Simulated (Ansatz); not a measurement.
What does this script print? It uses Ansatz 0.2.0 through its Python package.

`disp_alh8nosi.py`:
```python
"""Dispersion corrections for AlH8NOSi."""

from dataclasses import dataclass

import ansatz as az


@dataclass(frozen=True)
class Settings:
    basis: str = "def2-SVP"


settings = Settings()

geometry_ang = [
    ("N", (-1.5608, -0.82, -0.0707)),
    ("Al", (-0.745, 0.8885, 0.1937)),
    ("O", (0.824, 0.6896, 1.1355)),
    ("Si", (1.95, -0.0282, 0.0518)),
    ("H", (-2.6005, -0.7229, -0.0583)),
    ("H", (-1.2703, -1.4745, 0.6895)),
    ("H", (-1.2663, -1.2151, -0.9916)),
    ("H", (-1.7394, 1.8197, 1.0259)),
    ("H", (-0.4652, 1.5756, -1.2224)),
    ("H", (1.4688, -1.3478, -0.3886)),
    ("H", (2.1722, 0.8461, -1.1114)),
    ("H", (3.2327, -0.2109, 0.7466)),
]
molecule = az.Crystal.molecule()
for symbol, xyz in geometry_ang:
    molecule = molecule.atom(symbol, xyz)

job = molecule.calculation().basis(gaussian=settings.basis)
for name in ["pbe0", "pbe"]:
    for correction in ("d3bj", "d4"):
        report = job.functional(name, dispersion=correction).run(threads=1).report
        print(f"{name:8s} {correction:5s} total {report['free_energy_ev']:.5f} eV, of which dispersion {1000 * report['dispersion']['energy']['ev']:.2f} meV")
```

```console
$ python disp_alh8nosi.py
pbe0     d3bj  total -18126.49250 eV, of which dispersion -216.64 meV
pbe0     d4    total -18126.47984 eV, of which dispersion -203.97 meV
pbe      d3bj  total -18124.69852 eV, of which dispersion -242.01 meV
pbe      d4    total -18124.69630 eV, of which dispersion -239.80 meV
```

Reading the output:
- Total energies depend on the basis set; only differences at equal settings carry meaning.
- The geometry is a force-field or estimated start, not a minimum of this method, and the basis set is short of its limit. D4 holds the three-body term, and d3bj doesn't.
- Run time: 12 s on 1 thread of Arm Neoverse V1 (shared host), peak memory 0.25 GiB.
